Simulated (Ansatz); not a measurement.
# C2H8GeSi: the cost of one run

Method: RKS PBE-D4/def2-mTZVP, in Ansatz 0.2.0.

## Step 1: The structure to begin with

Bond lengths: C1–C2 1.272 Å, C2–Si3 1.833 Å, C2–Ge4 1.958 Å, C1–H5 1.132 Å, C1–H6 1.125 Å, Si3–H7 1.532 Å, Si3–H8 1.428 Å, Si3–H9 1.500 Å, Ge4–H10 1.486 Å, Ge4–H11 1.591 Å, Ge4–H12 1.535 Å. Angles (14 of 18 angles, heavy atoms first): C1–C2–Si3 120.4°, C1–C2–Ge4 120.5°, Si3–C2–Ge4 119.0°, C2–C1–H5 122.5°, C2–C1–H6 124.5°, C2–Si3–H7 108.2°, C2–Si3–H8 110.3°, C2–Si3–H9 111.9°, C2–Ge4–H10 109.7°, C2–Ge4–H11 104.7°, C2–Ge4–H12 108.5°, H5–C1–H6 112.9°, H7–Si3–H8 107.3°, H7–Si3–H9 106.9°.

Coordinates:

```xyz
12

C    -0.7937    1.3987   -0.1006
C    -0.1880    0.2848   -0.0016
Si   -0.1614   -0.6181    1.5938
Ge    0.7984   -0.4499   -1.5255
H    -0.8693    1.9650   -1.0777
H    -1.3595    1.8932    0.7366
H     1.2975   -0.7592    2.0398
H    -0.6831   -1.9364    1.4256
H    -0.8773    0.1360    2.6751
H     1.8036    0.5388   -1.9941
H    -0.3113   -0.7203   -2.6334
H     1.4211   -1.7879   -1.1041
```

## Step 2: Relaxing end A

The input, input.yaml:

```yaml
crystal:
  periodic: [false, false, false]
  atoms:
    - { symbol: C, position_ang: [-0.7937, 1.3987, -0.1006] }
    - { symbol: C, position_ang: [-0.188, 0.2848, -0.0016] }
    - { symbol: Si, position_ang: [-0.1614, -0.6181, 1.5938] }
    - { symbol: Ge, position_ang: [0.7984, -0.4499, -1.5255] }
    - { symbol: H, position_ang: [-0.8693, 1.965, -1.0777] }
    - { symbol: H, position_ang: [-1.3595, 1.8932, 0.7366] }
    - { symbol: H, position_ang: [1.2975, -0.7592, 2.0398] }
    - { symbol: H, position_ang: [-0.6831, -1.9364, 1.4256] }
    - { symbol: H, position_ang: [-0.8773, 0.136, 2.6751] }
    - { symbol: H, position_ang: [1.8036, 0.5388, -1.9941] }
    - { symbol: H, position_ang: [-0.3113, -0.7203, -2.6334] }
    - { symbol: H, position_ang: [1.4211, -1.7879, -1.1041] }
basis:
  gaussian: { orbitals: def2-mTZVP }
hamiltonian:
  xc: pbe
  dispersion: d4
relax:
  f_tol: 0.02
  max_steps: 50
output:
  orbitals: {}
```

The run is started by

```
$ ansatz run input.yaml --threads 2 --pin off --max-ram 3072MiB --backend cpu --events-out ev --progress --plain --runs-dir out
```

Q: Estimate wall time and peak memory on 2 threads of Intel Xeon Platinum 8375C at 2.90GHz (Ice Lake), shared host.

About 12 s, with a peak of 0.18 GiB.
